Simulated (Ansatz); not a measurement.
# CBGe: the cost of one run

Method: the settings change from run to run; program: Ansatz 0.2.0, Gaussian basis.

18 further runs of the same task are left out: 9 that didn't finish, 9 set aside as unsound or not needed.

### 1 What is computed

The geometry is a PBE0/def2-TZVP stationary point (not a proven minimum) with its atoms shifted at random (size 0.040 Å). No spin-orbit coupling is included. The filled d shell of Ge may be among the frozen orbitals whatever the setting's name suggests; the logs give the count.

3 atoms, charge 0, spin multiplicity 2.

Atoms are counted from 1 here; the program's logs count them from 0.

Bond lengths: B1–C2 1.380 Å, C2–Ge3 1.802 Å. Angles: B1–C2–Ge3 177.0°.

### 2 BCCD on ROHF/cc-pVDZ

in.yaml

```yaml
crystal:
  periodic: [false, false, false]
  atoms:
    - {symbol: B, position_ang: [-0.015433, -0.009008, 1.520240]}
    - {symbol: C, position_ang: [-0.016266, -0.025151, 0.140087]}
    - {symbol: Ge, position_ang: [0.031698, 0.034159, -1.660327]}
basis:
  gaussian: {orbitals: cc-pVDZ}
magnetization: {spin_polarized: false, initial_magnetization: 1}
correlation: {method: bccd, electrons: outside_noble_gas}
accuracy: high
scf: {lower_state_search: off}
output: {forces: true}
```

Started as:

```console
> ansatz run in.yaml --threads 1 --pin off --events-out ev --progress --plain --max-ram 2393MiB
```

Q: Estimate wall time and peak memory on 1 thread of Intel Xeon at 2.50GHz, shared host.

About 33 s, with a peak of 0.32 GiB.
